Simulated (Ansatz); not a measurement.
# WS2 (Tungstenite): the cost of one run

Computed with Ansatz 0.2.0 (DFT r²SCAN, frozen-core PAW, scalar-relativistic unless said, unless a step's input says otherwise).

The COD entry's cell or inner coordinates are ideal or old and differ from later refinements, so a difference from it is no clean test against experiment.

### Step 1. The system as given

It takes space group P6_3/mmc (No. 194, hexagonal). The conventional cell has a = 3.180 Å, b = 3.180 Å, c = 12.500 Å, α = 90.00°, β = 90.00°, γ = 120.00°. Around W (site symmetry -6m2) lie 6 S at 2.41 Å. S (site symmetry 3m) is surrounded by 3 W at 2.41 Å.

Coordinates:

```xyz
6
Lattice="3.1800 0.0000 0.0000 -1.5900 2.7540 0.0000 0.0000 0.0000 12.5000" Properties=species:S:1:pos:R:3 pbc="T T T"
W     0.0000    1.8360    3.1250
W     1.5900    0.9180    9.3750
S     0.0000    1.8360    7.8125
S     1.5900    0.9180    1.5625
S     0.0000    1.8360   10.9375
S     1.5900    0.9180    4.6875
```

Cartesian axes are those of the input's lattice vectors. The structure goes back to a database entry.

### Step 2. Cell and atoms relaxed, PAW

The input, input.yaml:

```yaml
crystal:
  lattice:
    - [3.17999999999, 0.0, 0.0]
    - [-1.58999999999, 2.75396078402, 0.0]
    - [0.0, 0.0, 12.5]
  atoms:
    - { symbol: W, position: [0.333333333333, 0.666666666667, 0.25] }
    - { symbol: W, position: [0.666666666667, 0.333333333333, 0.75] }
    - { symbol: S, position: [0.333333333333, 0.666666666667, 0.625] }
    - { symbol: S, position: [0.666666666667, 0.333333333333, 0.125] }
    - { symbol: S, position: [0.333333333333, 0.666666666667, 0.875] }
    - { symbol: S, position: [0.666666666667, 0.333333333333, 0.375] }
kpoints:
  mp_grid: { grid: [10, 10, 2] }
scf:
  occupations: { method: fermi_dirac, width: 0.08 }
hamiltonian:
  xc: r2scan
  pseudopotentials: { kind: paw }
relax:
  f_tol: 0.002
  max_steps: 80
  cell: {}
output:
  forces: true
  stress: true
```

Command:

```
$ ansatz run input.yaml --threads 1 --pin off --max-ram 3072MiB --backend cpu --events-out ev --progress --plain --runs-dir out
```

Q: Estimate wall time and peak memory on 1 thread of Intel Xeon Platinum 8488C (Sapphire Rapids), shared host.

About 48 s, with a peak of 0.7 GiB.
